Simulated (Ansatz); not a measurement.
# CH5SiTe radical: how energies converge with the basis set

How large a basis does CH5SiTe radical need? Two functionals are run in growing sets.

Method: one geometry, several basis sets; program: Ansatz 0.2.0, Gaussian basis.

Plan: PBE0-D4/def2-SVP; ωB97M-V/def2-SVP; PBE0-D4/def2-QZVPP; ωB97M-V/def2-QZVPP; the functionals' def2-TZVPP values are taken from earlier runs.

## Step 1: The relaxed structure

An earlier PBE0-D4 in a triple-zeta def2 set relaxation fixed the geometry. Te takes the def2 core potential; no spin-orbit term is included.

8 atoms, charge 0, spin multiplicity 2.

Atoms are counted from 1 here; the program's logs count them from 0.

Bond lengths: C1–Si2 1.867 Å, C1–H4 1.094 Å, C1–H5 1.092 Å, C1–H6 1.092 Å, Si2–Te3 2.491 Å, Si2–H7 1.488 Å, Si2–H8 1.489 Å. Angles: Si2–C1–H4 110.3°, Si2–C1–H5 110.6°, Si2–C1–H6 110.6°, H4–C1–H5 108.4°, H4–C1–H6 108.6°, H5–C1–H6 108.2°, C1–Si2–Te3 113.6°, C1–Si2–H7 110.6°, C1–Si2–H8 110.9°, Te3–Si2–H7 107.4°, Te3–Si2–H8 105.3°, H7–Si2–H8 108.7°.

## Step 2: PBE0-D4 in def2-SVP

Contents of in.yaml:

```yaml
crystal:
  periodic: [false, false, false]
  atoms:
    - {symbol: C, position_ang: [-0.676066, 0.774446, -0.166222]}
    - {symbol: Si, position_ang: [0.498819, -0.673588, -0.069880]}
    - {symbol: Te, position_ang: [1.757012, -0.798540, 2.076785]}
    - {symbol: H, position_ang: [-1.204509, 0.771089, -1.123764]}
    - {symbol: H, position_ang: [-0.133088, 1.717236, -0.074648]}
    - {symbol: H, position_ang: [-1.412303, 0.726017, 0.638293]}
    - {symbol: H, position_ang: [1.500430, -0.610464, -1.168220]}
    - {symbol: H, position_ang: [-0.238295, -1.963298, -0.168142]}
basis:
  gaussian: {orbitals: def2-SVP}
magnetization: {spin_polarized: true, initial_magnetization: 1}
hamiltonian: {xc: pbe0, dispersion: d4}
output: {orbitals: {seedname: orbitals}}
```

The run is started by

```sh
ansatz run in.yaml --threads 4 --pin off --events-out ev --progress --plain --max-ram 10444MiB
```

After this run come: ωB97M-V in def2-SVP; PBE0-D4 in def2-QZVPP; ωB97M-V in def2-QZVPP.

**Question.** What will the summary of the whole plan be? Wanted: PBE0-D4: double and triple zeta above quadruple; ωB97M-V: double and triple zeta above quadruple.

The runs gave:

```
                                       quantity          value
PBE0-D4: double and triple zeta above quadruple  4.66, 0.38 eV
ωB97M-V: double and triple zeta above quadruple  4.79, 0.36 eV
```

PBE0-D4 gains 4.28 eV from double to triple zeta, then 0.38 eV more. These are total energies; as a rule much of such shifts cancels in differences, which this series doesn't test.
